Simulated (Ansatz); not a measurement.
# C3H6BI: how energies converge with the basis set

An exercise on one series of results from a longer session: the logs are not shown, and one member is left open.

Computed with Ansatz 0.2.0, Gaussian basis. Level: one geometry, several basis sets.

Levels to be run: PBE0-D4/def2-SVP; ωB97M-V/def2-SVP; PBE0-D4/def2-QZVPP; ωB97M-V/def2-QZVPP; the functionals' def2-TZVPP values are taken from earlier runs.

### The geometry

All runs share one geometry, relaxed beforehand with PBE0-D4 in a triple-zeta def2 set. I takes the def2 core potential; no spin-orbit term is included.

SMILES `C=CBCI`, 11 atoms, charge 0, spin multiplicity 1.

Atoms are counted from 1 here; the program's logs count them from 0.

Bond lengths: C1–C2 1.336 Å, C1–H6 1.086 Å, C1–H7 1.086 Å, C2–B3 1.542 Å, C2–H8 1.090 Å, B3–C4 1.557 Å, B3–H9 1.198 Å, C4–I5 2.169 Å, C4–H10 1.086 Å, C4–H11 1.087 Å. Angles: C2–C1–H6 120.8°, C2–C1–H7 122.8°, H6–C1–H7 116.5°, C1–C2–B3 121.4°, C1–C2–H8 117.7°, B3–C2–H8 120.8°, C2–B3–C4 122.0°, C2–B3–H9 119.7°, C4–B3–H9 118.3°, B3–C4–I5 90.1°, B3–C4–H10 119.3°, B3–C4–H11 119.3°, I5–C4–H10 105.3°, I5–C4–H11 105.6°, H10–C4–H11 112.2°.

Coordinates:

```mol
C3H6BI
  3D, bonds by distance, orders not assigned

 11 10  0  0  0  0  0  0  0  0999 V2000
   -1.7282   -0.6665    1.0043 C   0  0
   -0.6992   -0.6655    0.1529 C   0  0
    0.3667    0.4491    0.1819 B   0  0
    1.6656    0.3699   -0.6733 C   0  0
    0.7017    1.5039   -2.2519 I   0  0
   -1.8677    0.1491    1.7080 H   0  0
   -2.4613   -1.4675    1.0402 H   0  0
   -0.6079   -1.5071   -0.5340 H   0  0
    0.2175    1.3952    0.9020 H   0  0
    2.5299    0.9600   -0.3841 H   0  0
    1.9484   -0.5777   -1.1254 H   0  0
  1  2  8  0
  2  3  8  0
  3  4  8  0
  4  5  8  0
  1  6  8  0
  1  7  8  0
  2  8  8  0
  3  9  8  0
  4 10  8  0
  4 11  8  0
M  END
```

Set-up of the first run:

Input file in.yaml:

```yaml
crystal:
  periodic: [false, false, false]
  atoms:
    - {symbol: C, position_ang: [-1.728181, -0.666518, 1.004317]}
    - {symbol: C, position_ang: [-0.699184, -0.665480, 0.152937]}
    - {symbol: B, position_ang: [0.366715, 0.449104, 0.181851]}
    - {symbol: C, position_ang: [1.665625, 0.369914, -0.673348]}
    - {symbol: I, position_ang: [0.701717, 1.503858, -2.251881]}
    - {symbol: H, position_ang: [-1.867725, 0.149097, 1.708039]}
    - {symbol: H, position_ang: [-2.461344, -1.467456, 1.040180]}
    - {symbol: H, position_ang: [-0.607946, -1.507141, -0.534024]}
    - {symbol: H, position_ang: [0.217519, 1.395205, 0.902035]}
    - {symbol: H, position_ang: [2.529915, 0.960042, -0.384140]}
    - {symbol: H, position_ang: [1.948389, -0.577724, -1.125364]}
basis:
  gaussian: {orbitals: def2-SVP}
hamiltonian: {xc: pbe0, dispersion: d4}
output: {orbitals: {seedname: orbitals}}
```

The run is started by

```console
$ ansatz run in.yaml --threads 4 --pin off --events-out ev --progress --plain --max-ram 10444MiB
```

Steps of the session up to this table: PBE0-D4 in def2-SVP; ωB97M-V in def2-SVP; PBE0-D4 in def2-QZVPP; ωB97M-V in def2-QZVPP.

One of the session's tables, all rows but one given; the rest of the session is left out.

It belongs to the step «Density functionals: the series». 

```
functional       basis  HOMO (eV)  LUMO (eV)
   PBE0-D4    def2-SVP      -7.33      -1.64
   PBE0-D4  def2-TZVPP      -7.38      -1.74
   PBE0-D4  def2-QZVPP      -7.39      -1.76
   ωB97M-V    def2-SVP          ?          ?
   ωB97M-V  def2-TZVPP      -9.47       0.19
   ωB97M-V  def2-QZVPP      -9.48       0.12
```

Q: Estimate the row for ωB97M-V, def2-SVP from the others.

As computed: HOMO (eV): -9.41; LUMO (eV): 0.39. In the column «HOMO (eV)» it lies between ωB97M-V, def2-TZVPP (-9.47) and PBE0-D4, def2-QZVPP (-7.39).
